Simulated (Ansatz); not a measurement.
# TaN: the cost of one run

Method: DFT r²SCAN+U (U = 3 eV, J = 0.7 eV on Ta d), plane waves, PAW, no spin–orbit coupling unless a run says so, in Ansatz 0.2.0.

### 1 The structure to begin with

The structure is hexagonal, space group P-62m (No. 189). Conventional cell: a = 5.196 Å, b = 5.196 Å, c = 2.911 Å, α = 90.00°, β = 90.00°, γ = 120.00°. Ta (site symmetry -6) has 6 N at 2.16 Å as nearest neighbours. Ta (site symmetry -62m) is surrounded by 3 N at 2.04 Å. N (site symmetry m2m) is surrounded by 5 Ta at 2.04 to 2.16 Å.

As a file:

```
CELL_PARAMETERS angstrom
5.19600 0.00000 0.00000
-2.59800 4.49987 0.00000
0.00000 0.00000 2.91100
ATOMIC_POSITIONS crystal
Ta 0.33333 0.66667 0.50000
Ta 0.66667 0.33333 0.50000
Ta 0.00000 0.00000 0.00000
N 0.39285 0.00000 0.00000
N 0.60715 0.60715 0.00000
N 0.00000 0.39285 0.00000
```

Magnetic order typed: ferromagnetic.

An earlier series on this cell reached its lowest free state from «random orbitals: fully mixed, first filling», perhaps among other starts (it ended without moments).

### 2 Random orbitals: single harmonics, second filling

Contents of input.yaml:

```yaml
crystal:
  lattice:
    - [5.19600015, 0.0, 0.0]
    - [-2.59800008, 4.49986813, 0.0]
    - [0.0, 0.0, 2.9109996]
  atoms:
    - { symbol: Ta, position: [0.3333333333, 0.6666666667, 0.5], spin: 0.3 }
    - { symbol: Ta, position: [0.6666666667, 0.3333333333, 0.5], spin: 0.3 }
    - { symbol: Ta, position: [0.0, 0.0, 0.0], spin: 0.3 }
    - { symbol: "N", position: [0.39285, 0.0, 0.0] }
    - { symbol: "N", position: [0.60715, 0.60715, 0.0] }
    - { symbol: "N", position: [0.0, 0.39285, 0.0] }
basis:
  ecutwfc: 500
  ecutrho_ratio: 4
kpoints:
  mp_grid: { grid: [4, 4, 6] }
hamiltonian:
  xc: r2scan
  hubbard:
    sites:
      - { site: 0, l: d, u: 3.0, j: 0.7, starting_ns: [{ spin: up, occupation_matrix: s0up }, { spin: down, occupation_matrix: s0down }] }
      - { site: 1, l: d, u: 3.0, j: 0.7, starting_ns: [{ spin: up, occupation_matrix: s1up }, { spin: down, occupation_matrix: s1down }] }
      - { site: 2, l: d, u: 3.0, j: 0.7, starting_ns: [{ spin: up, occupation_matrix: s2up }, { spin: down, occupation_matrix: s2down }] }
    occupation_matrices:
      s0up:
        matrix:
          - [0.02, 0.0, 0.0, 0.0, 0.0]
          - [0.0, 0.02, 0.0, 0.0, 0.0]
          - [0.0, 0.0, 0.97, 0.0, 0.0]
          - [0.0, 0.0, 0.0, 0.02, 0.0]
          - [0.0, 0.0, 0.0, 0.0, 0.02]
      s0down:
        matrix:
          - [0.02, 0.0, 0.0, 0.0, 0.0]
          - [0.0, 0.02, 0.0, 0.0, 0.0]
          - [0.0, 0.0, 0.97, 0.0, 0.0]
          - [0.0, 0.0, 0.0, 0.02, 0.0]
          - [0.0, 0.0, 0.0, 0.0, 0.02]
      s1up:
        matrix:
          - [0.02, 0.0, 0.0, 0.0, 0.0]
          - [0.0, 0.02, 0.0, 0.0, 0.0]
          - [0.0, 0.0, 0.97, 0.0, 0.0]
          - [0.0, 0.0, 0.0, 0.02, 0.0]
          - [0.0, 0.0, 0.0, 0.0, 0.02]
      s1down:
        matrix:
          - [0.02, 0.0, 0.0, 0.0, 0.0]
          - [0.0, 0.02, 0.0, 0.0, 0.0]
          - [0.0, 0.0, 0.97, 0.0, 0.0]
          - [0.0, 0.0, 0.0, 0.02, 0.0]
          - [0.0, 0.0, 0.0, 0.0, 0.02]
      s2up:
        matrix:
          - [0.02, 0.0, 0.0, 0.0, 0.0]
          - [0.0, 0.02, 0.0, 0.0, 0.0]
          - [0.0, 0.0, 0.97, 0.0, 0.0]
          - [0.0, 0.0, 0.0, 0.02, 0.0]
          - [0.0, 0.0, 0.0, 0.0, 0.02]
      s2down:
        matrix:
          - [0.02, 0.0, 0.0, 0.0, 0.0]
          - [0.0, 0.02, 0.0, 0.0, 0.0]
          - [0.0, 0.0, 0.97, 0.0, 0.0]
          - [0.0, 0.0, 0.0, 0.02, 0.0]
          - [0.0, 0.0, 0.0, 0.0, 0.02]
    ns_hold: until_converged
scf:
  occupations: { method: gaussian, width: 0.05 }
  lower_state_search: "off"
  max_iter: 150
output:
  forces: true
  stress: true
  eigenvalues: true
  populations: true
  hubbard: { sites: [{ site: 0, l: d }, { site: 1, l: d }, { site: 2, l: d }] }
magnetization:
  spin_polarized: true
```

The typed matrices put 0.97 on the chosen orbitals and 0.02 on the others, and are held until the SCF converges, then released.

Launch:

```sh
> ansatz run input.yaml --threads 8 --pin off --max-ram 12288MiB --backend cpu --events-out ev --progress --plain --runs-dir out
```

**Question.** How long does this run take on 8 threads of Arm Neoverse N1, shared host, and how much memory does it need?

About 25 s, with a peak of 0.66 GiB.
